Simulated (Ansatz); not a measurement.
# Rb3Ba under changes of volume

One of the cells (83.844 Å³/atom); the others are scaled copies at fixed shape and fractional positions:

```
Ba Rb
1.0
     0.00000    5.51443    5.51443
     5.51443    0.00000    5.51443
     5.51443    5.51443    0.00000
Ba Rb
1 3
Direct
  0.00000 0.00000 0.00000
  0.50000 0.50000 0.50000
  0.75000 0.75000 0.75000
  0.25000 0.25000 0.25000
```

The cell comes from a database or a generator and needn't be the stable form of this composition.

```yaml
Program: Ansatz 0.2.0
Functional: PBE
Potentials_or_basis: Ansatz PAW
Cutoff: "420 eV (not typed: the program's choice for these potentials)"
k_mesh: 4 × 4 × 4
Occupations: fermi-dirac, width 0.05 eV
Spin: no spin polarisation
```

```csv
volume (Å³/atom),energy over the lowest point (meV/atom),pressure (GPa)
78.813,4.71,0.3
80.490,2.20,0.2
82.167,0.66,0.1
83.844,0.00,0.0
85.521,0.15,-0.1
87.198,?,?
88.875,2.60,-0.2
```

What does the run at 87.198 Å³/atom give?

Energy over the lowest point 1.04 meV/atom; pressure -0.1 GPa.

Worked out: A Birch-Murnaghan fit of order 3 (a polynomial in V^(-2/3)) to the other rows has its minimum at 84.35 Å³/atom with B0 = V·E''(V) = 3.8 GPa and B' = 3.5. It gives 1.04 meV/atom at 87.198 Å³/atom, against the run's 1.04, and -dE/dV = -0.1 GPa, against -0.1.

Energies are extrapolated to zero smearing.
